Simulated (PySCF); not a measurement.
# C3F6O3: the cost of one run

Programs: PySCF 2.14.0, with routines of our own; each step states its level. All values are computed. Atoms count from 0.

## 1. The starting structure

12 atoms, charge 0, multiplicity 1; geometry from: GFN2-xTB.

## 2. Magnetic properties: GIAO HF/pcSseg-1

The job: settings as JSON, then the geometry in Å.

```
{"job": {"kind": "mag", "xc": "HF", "basis": "pcSseg-1", "isotopologues": 0}, "charge": 0, "multiplicity": 1}
O      0.001042     1.071494    -0.682303
C     -0.000121     0.099516    -0.023964
O      1.078187    -0.606853     0.400651
C      2.317005    -0.168143     0.041186
F      3.201490    -0.997546     0.559164
F      2.487064    -0.152219    -1.272533
F      2.574500     1.048515     0.497754
O     -1.080928    -0.554930     0.472172
C     -2.316898    -0.053011     0.194683
F     -3.207317    -0.836724     0.770258
F     -2.571059    -0.024766    -1.105188
F     -2.481768     1.173980     0.666222
```

Level: GIAO HF/pcSseg-1 magnetisability, rotational g tensor and spin-rotation constants, non-relativistic, gas phase.

Run with:

```console
$ OMP_NUM_THREADS=1 python excited_run.py task.json out
```

This one command runs all jobs of the session in turn.

Q: Estimate the wall time and peak memory of this first job on 1 thread of Arm Neoverse V1, shared host.

About 28 s, with a peak of 0.98 GiB.
